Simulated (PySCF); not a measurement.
# CoH₁₄N₄O₂+ (quintet): open-shell or spin-flip excitations

Wanted: open-shell or spin-flip excitations for CoH₁₄N₄O₂+ (quintet) (`[NH3]->[Co+](<-[NH3])(<-[NH3])(<-[NH3])([OH])[OH]`).

Computed with PySCF 2.14.0 and routines of our own; the level stands in each step. Atoms count from 0.

### 1 The system as given

21 atoms, charge 1, multiplicity 5; geometry from: GFN2-xTB.

### 2 Open-shell or spin-flip excitations: unrestricted TDDFT BP86/def2-SVP Co:def2-TZVP in acetone

The job: settings as JSON, then the geometry in Å.

```
{"job": {"kind": "uabs", "xc": "BP86", "basis": {"default": "def2-SVP", "Co": "def2-TZVP"}, "nstates": 15, "tda": false, "pol": false, "solvent": "acetone"}, "charge": 1, "multiplicity": 5}
Co    -0.009560     0.036500     0.001680
O      0.076730    -0.106910     1.778020
H      0.239730    -0.505330     2.628660
O     -0.064020     0.103480    -1.778480
H     -0.031570    -0.160410    -2.693690
N      2.360860     0.078990    -0.092110
H      2.669930    -0.109700    -1.039420
H      2.772950    -0.610070     0.526900
H      2.716090     0.988440     0.180160
N     -2.355710     0.058020     0.104740
H     -2.647300     0.506030     0.966530
H     -2.755780    -0.873000     0.085360
H     -2.732380     0.577240    -0.680600
N     -0.026080     2.358250     0.148480
H     -0.961680     2.738960     0.068000
H      0.537940     2.761610    -0.591030
H      0.353100     2.640400     1.045590
N     -0.029260    -2.351140    -0.146300
H      0.906830    -2.739700    -0.165780
H     -0.504170    -2.640040    -0.994430
H     -0.516650    -2.751650     0.647740
```

With the program's defaults for keys left out, this is: unrestricted TDDFT BP86/def2-SVP Co:def2-TZVP, vertical, IEF-PCM acetone (non-equilibrium linear response), core orbitals frozen in the response.

On the command line:

```
$ OMP_NUM_THREADS=1 python excited_run.py task.json out
```

The driver reads the jobs from task.json and runs them one after another.

Output:

```text
coarse grid: 73008 points
cycle   1  E = -1740.3804398604  dE =  1.909e+01  |g| = 5.394e+00  |ddm| = 7.497e+00
cycle   2  E = -1614.7348336444  dE =  1.256e+02  |g| = 1.949e+01  |ddm| = 1.803e+01
cycle   3  E = -1679.2741739777  dE = -6.454e+01  |g| = 1.679e+01  |ddm| = 1.053e+01
cycle   4  E = -1695.2423789899  dE = -1.597e+01  |g| = 1.552e+01  |ddm| = 2.939e+00
cycle   5  E = -1705.7234369431  dE = -1.048e+01  |g| = 1.445e+01  |ddm| = 3.067e+00
cycle   6  E = -1723.7501291911  dE = -1.803e+01  |g| = 1.193e+01  |ddm| = 3.199e+00
cycle   7  E = -1733.4324296804  dE = -9.682e+00  |g| = 1.009e+01  |ddm| = 3.152e+00
cycle   8  E = -1737.9030383707  dE = -4.471e+00  |g| = 8.993e+00  |ddm| = 3.510e+00
cycle   9  E = -1745.7589821266  dE = -7.856e+00  |g| = 7.566e+00  |ddm| = 4.015e+00
cycle  10  E = -1626.4927113123  dE =  1.193e+02  |g| = 7.930e+00  |ddm| = 1.293e+01
cycle  11  E = -1697.4827144866  dE = -7.099e+01  |g| = 1.368e+01  |ddm| = 1.608e+01
...
cycle  51  E = -1760.5752256568  dE = -7.861e-04  |g| = 4.303e-02  |ddm| = 6.141e-02
cycle  52  E = -1760.5756844990  dE = -4.588e-04  |g| = 2.146e-02  |ddm| = 2.342e-02
cycle  53  E = -1760.5758295637  dE = -1.451e-04  |g| = 6.874e-03  |ddm| = 1.158e-02
cycle  54  E = -1760.5758406102  dE = -1.105e-05  |g| = 2.642e-03  |ddm| = 4.149e-03
cycle  55  E = -1760.5758435343  dE = -2.924e-06  |g| = 4.695e-04  |ddm| = 2.417e-03
cycle  56  E = -1760.5758436779  dE = -1.437e-07  |g| = 3.131e-04  |ddm| = 5.765e-04
cycle  57  E = -1760.5758437142  dE = -3.624e-08  |g| = 7.764e-05  |ddm| = 2.448e-04
cycle  58  E = -1760.5758436844  dE =  2.976e-08  |g| = 7.761e-05  |ddm| = 1.085e-04
cycle  59  E = -1760.5758436869  dE = -2.462e-09  |g| = 2.085e-05  |ddm| = 6.749e-05
cycle  60  E = -1760.5758436869  dE = -6.639e-11  |g| = 1.917e-05  |ddm| = 2.550e-05
converged SCF energy = -1760.5758436869

<S^2> of the reference = 6.0057 (exact 6.0000)

Excitations
state   eV       nm        f      <S^2>   main configurations
  1   1.3037    951.0   0.00002   6.005   Hb->Lb 0.99  MC
  2   1.3767    900.6   0.00005   6.005   Hb->L+1b 0.99  MC
  3   1.5824    783.5   0.00004   6.006   Hb->L+2b 1.00  MC
  4   1.9745    627.9   0.00000   6.008   H-1b->Lb 0.98  LMCT
  5   2.0558    603.1   0.00010   6.008   H-1b->L+1b 0.53, H-2b->Lb 0.46  LMCT
  6   2.1956    564.7   0.00001   6.007   H-2b->L+1b 0.98  LMCT
  7   2.3606    525.2   0.00005   6.008   Hb->L+3b 0.89  MC
  8   2.8068    441.7   0.01477   6.008   H-1b->L+2b 0.84  LMCT
  9   2.8282    438.4   0.05423   6.008   H-2b->Lb 0.41, H-1b->L+1b 0.34, H-1b->L+2b 0.11  LMCT
 10   2.9559    419.4   0.01026   6.008   H-2b->L+2b 0.82, H-1b->L+3b 0.09  LMCT
 11   3.0602    405.2   0.03201   6.011   H-1b->L+3b 0.86, H-2b->L+2b 0.08  LMCT
 12   3.1815    389.7   0.02583   6.012   H-2b->L+3b 0.89  LMCT
 13   3.2518    381.3   0.00101   6.007   H-3b->Lb 0.28, H-3b->L+1b 0.26, H-4b->Lb 0.24, H-4b->L+1b 0.16  LMCT
 14   3.3793    366.9   0.00033   6.008   H-3b->Lb 0.50, H-4b->Lb 0.29, H-3b->L+1b 0.10, Hb->L+3b 0.08  LMCT
 15   3.4499    359.4   0.00023   6.007   H-4b->L+1b 0.74, H-3b->Lb 0.12, H-3b->L+1b 0.11  LMCT
```

Run time: 2.2 min. Hardware: 1 thread of Arm Neoverse V1, shared host; peak memory 0.95 GiB.

From this job:

```csv
quantity,value
⟨S²⟩,6.006
```

Löwdin spin populations:

Co0 2.88; O1 0.36; H2 0.03; O3 0.37; H4 0.03; N5 0.08; H6 0.00; H7 0.00; H8 0.00; N9 0.08; H10 0.00; H11 0.00; H12 0.00; N13 0.08; H14 0.00; H15 0.00; H16 0.00; N17 0.09; H18 0.00; H19 0.00; H20 0.00

### 3 Open-shell or spin-flip excitations: unrestricted TDDFT BLYP/ANO-RCC-VDZP

The job, as its differences from that of step 2:

```diff
@@ -1,2 +1,2 @@
-{"job": {"kind": "uabs", "xc": "BP86", "basis": {"default": "def2-SVP", "Co": "def2-TZVP"}, "nstates": 15, "tda": false, "pol": false, "solvent": "acetone"}, "charge": 1, "multiplicity": 5}
+{"job": {"kind": "uabs", "xc": "BLYP", "basis": "ANO-RCC-VDZP", "nstates": 15, "tda": false}, "charge": 1, "multiplicity": 5}
 Co    -0.009560     0.036500     0.001680
```

Method: unrestricted TDDFT BLYP/ANO-RCC-VDZP, vertical, gas phase, core orbitals frozen in the response.

Output:

```text
coarse grid: 73008 points
cycle   1  E = -1734.9102142448  dE =  1.986e+01  |g| = 5.359e+00  |ddm| = 7.937e+00
cycle   2  E = -1573.4092431248  dE =  1.615e+02  |g| = 2.878e+01  |ddm| = 1.771e+01
cycle   3  E = -1660.4126154900  dE = -8.700e+01  |g| = 1.502e+01  |ddm| = 8.522e+00
cycle   4  E = -1715.7525447539  dE = -5.534e+01  |g| = 1.183e+01  |ddm| = 7.916e+00
cycle   5  E = -1723.6898975857  dE = -7.937e+00  |g| = 1.060e+01  |ddm| = 2.419e+00
cycle   6  E = -1725.4609929584  dE = -1.771e+00  |g| = 9.639e+00  |ddm| = 3.663e+00
cycle   7  E = -1734.4358856295  dE = -8.975e+00  |g| = 8.522e+00  |ddm| = 4.614e+00
cycle   8  E = -1739.6893096462  dE = -5.253e+00  |g| = 6.875e+00  |ddm| = 4.508e+00
cycle   9  E = -1743.0031119278  dE = -3.314e+00  |g| = 6.002e+00  |ddm| = 3.431e+00
cycle  10  E = -1614.0772068816  dE =  1.289e+02  |g| = 1.278e+01  |ddm| = 1.986e+01
cycle  11  E = -1733.3165412716  dE = -1.192e+02  |g| = 5.765e+00  |ddm| = 1.873e+01
...
cycle  34  E = -1755.5584081254  dE = -4.685e-02  |g| = 2.528e-01  |ddm| = 5.918e-01
cycle  35  E = -1755.5751813533  dE = -1.677e-02  |g| = 1.500e-01  |ddm| = 4.310e-01
cycle  36  E = -1755.5851127751  dE = -9.931e-03  |g| = 1.289e-02  |ddm| = 1.720e-01
cycle  37  E = -1755.5851409849  dE = -2.821e-05  |g| = 1.108e-02  |ddm| = 1.899e-02
cycle  38  E = -1755.5851773574  dE = -3.637e-05  |g| = 4.991e-03  |ddm| = 8.448e-03
cycle  39  E = -1755.5851855480  dE = -8.191e-06  |g| = 5.442e-04  |ddm| = 4.237e-03
cycle  40  E = -1755.5851854370  dE =  1.110e-07  |g| = 8.168e-04  |ddm| = 1.072e-03
cycle  41  E = -1755.5851856740  dE = -2.370e-07  |g| = 8.740e-05  |ddm| = 7.103e-04
cycle  42  E = -1755.5851856775  dE = -3.518e-09  |g| = 4.664e-05  |ddm| = 1.559e-04
cycle  43  E = -1755.5851856782  dE = -6.607e-10  |g| = 2.751e-05  |ddm| = 6.903e-05
converged SCF energy = -1755.5851856782

Static polarisability (au): isotropic 90.797, principal 86.262 86.586 99.543

<S^2> of the reference = 6.0053 (exact 6.0000)

Excitations
state   eV       nm        f      <S^2>   main configurations
  1   1.3436    922.8   0.00002   6.005   Hb->Lb 0.99  MC
  2   1.4122    878.0   0.00005   6.005   Hb->L+1b 0.98  MC
  3   1.5409    804.6   0.00003   6.006   Hb->L+2b 1.00  MC
  4   1.9608    632.3   0.00000   6.007   H-1b->Lb 0.97  LMCT
  5   2.0319    610.2   0.00008   6.007   H-1b->L+1b 0.53, H-2b->Lb 0.47  LMCT
  6   2.1707    571.2   0.00001   6.007   H-2b->L+1b 0.97  LMCT
  7   2.3507    527.4   0.00004   6.010   Hb->L+3b 0.86  MC
  8   2.7448    451.7   0.00875   6.008   H-1b->L+2b 0.95  LMCT
  9   2.8834    430.0   0.00877   6.008   H-2b->L+2b 0.86  LMCT
 10   2.9178    424.9   0.05828   6.008   H-2b->Lb 0.43, H-1b->L+1b 0.36  LMCT
 11   3.0209    410.4   0.02339   6.013   H-1b->L+3b 0.87  LMCT
 12   3.1311    396.0   0.01805   6.013   H-2b->L+3b 0.90  LMCT
 13   3.1780    390.1   0.00056   6.007   H-3b->Lb 0.49, H-4b->L+1b 0.42  LMCT
 14   3.3188    373.6   0.00026   6.009   H-4b->Lb 0.82, Hb->L+3b 0.09  LMCT
 15   3.3722    367.7   0.00029   6.007   H-3b->L+1b 0.86  LMCT
```

It took 8 min on 1 thread of Arm Neoverse V1, shared host; peak memory 0.55 GiB.

In short:

```csv
quantity,value
⟨S²⟩,6.005
```

### 4 Outcome

```
                                                                                                                quantity                        value
lowest and brightest state of nearly pure spin, of 15 (step 2, unrestricted TDDFT BP86/def2-SVP Co:def2-TZVP in acetone)  1.30 eV; 2.83 eV, f = 0.054
                    lowest and brightest state of nearly pure spin, of 15 (step 3, unrestricted TDDFT BLYP/ANO-RCC-VDZP)  1.34 eV; 2.92 eV, f = 0.058
```

The lowest state of nearly pure spin runs from 1.30 to 1.34 eV over the runs. The geometry comes from tight binding, which is rough for metal atoms, and these values hang on it.
